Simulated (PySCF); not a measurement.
**Changing the system itself: BeP⁺ (triplet)**

How does BeP⁺ (triplet) answer to another spin, charge, distance or environment?

Method: each script names its method and basis; program: PySCF 2.14.0.

8 further runs of the same task are left out: 8 that didn't finish.

**1. Where the work starts**

BeP⁺ (triplet): 2 atoms, charge 1, spin multiplicity 3.

Bond lengths: Be1–P2 2.231 Å.

**2. Base script**

Input file input.py:

```python
from pyscf import gto, scf, mcscf

mol = gto.M(
    atom='Be 0 0 0; P 0 0 2.231',
    basis='lanl2dz',
    ecp={'P': 'lanl2dz'},
    charge=1,
    spin=2,
    verbose=4,
)
mf = scf.ROHF(mol)
mf = mf.density_fit(auxbasis='def2-universal-jkfit')
mf.kernel()
mc = mcscf.CASSCF(mf, 6, 6)
mc.kernel()
mc.analyze()
mf.dip_moment()
print('orbital energies (hartree):', mf.mo_energy[..., max(0, mol.nelec[1]-3):mol.nelec[0]+3].round(4))
```

The run is started by

```
python input.py
```

The log of this run is left out.

In short: E(SCF) = -20.609295 Eh, 9 cycles, E(CAS) − E(SCF) = -0.03325 Eh.

The bond length is a typed value, not an optimised one. The dipole of an ion depends on the origin. The triplet is typed in the script; nothing here shows that it is the ground state.

**3. Quintet**

Edit 1 changes spin (2S): 2 → 4; active space: 6 electrons in 6 orbitals → 4 electrons in 5 orbitals.

Input file input.py:

```python
from pyscf import gto, scf, mcscf

mol = gto.M(
    atom='Be 0 0 0; P 0 0 2.231',
    basis='lanl2dz',
    ecp={'P': 'lanl2dz'},
    charge=1,
    spin=4,
    verbose=4,
)
mf = scf.ROHF(mol)
mf = mf.density_fit(auxbasis='def2-universal-jkfit')
mf.kernel()
mc = mcscf.CASSCF(mf, 5, 4)
mc.kernel()
mc.analyze()
mf.dip_moment()
print('orbital energies (hartree):', mf.mo_energy[..., max(0, mol.nelec[1]-3):mol.nelec[0]+3].round(4))
```

The run is started by

```
python input.py
```

**4. Bond 2.789 Å**

Edit 2 changes bond length: 2.231 Å → 2.789 Å.

input.py, as its differences from that of step 2:

```diff
@@ -3,3 +3,3 @@
 mol = gto.M(
-    atom='Be 0 0 0; P 0 0 2.231',
+    atom='Be 0 0 0; P 0 0 2.789',
     basis='lanl2dz',
```

**5. Bond 2.164 Å**

Edit 3 changes bond length: 2.231 Å → 2.164 Å.

input.py, as its differences from that of step 2:

```diff
@@ -3,3 +3,3 @@
 mol = gto.M(
-    atom='Be 0 0 0; P 0 0 2.231',
+    atom='Be 0 0 0; P 0 0 2.164',
     basis='lanl2dz',
```

**6. Bond 2.075 Å**

Edit 4 changes bond length: 2.231 Å → 2.075 Å.

input.py, as its differences from that of step 2:

```diff
@@ -3,3 +3,3 @@
 mol = gto.M(
-    atom='Be 0 0 0; P 0 0 2.231',
+    atom='Be 0 0 0; P 0 0 2.075',
     basis='lanl2dz',
```

Q: Predict the outcome of this session. Wanted: for each run, E(SCF); from base; after the SCF.

As calculated:

```
         run  E(SCF) (hartree)  from base (eV)  cycles                 after the SCF
        base        -20.609295               0       9  CASSCF correlation -0.905 eV
     quintet        -20.595009         +0.3887      10                           n/a
bond 2.789 Å        -20.584540         +0.6736      10  CASSCF correlation -1.198 eV
bond 2.164 Å        -20.610334         -0.0283      10  CASSCF correlation -0.862 eV
bond 2.075 Å        -20.610039         -0.0203      10  CASSCF correlation -0.803 eV
```

**Reading.** The largest comparable shift of the SCF energy, +0.674 eV, comes with the run “bond 2.789 Å”. The quintet solution found lies 0.39 eV above the base triplet at this geometry and level.
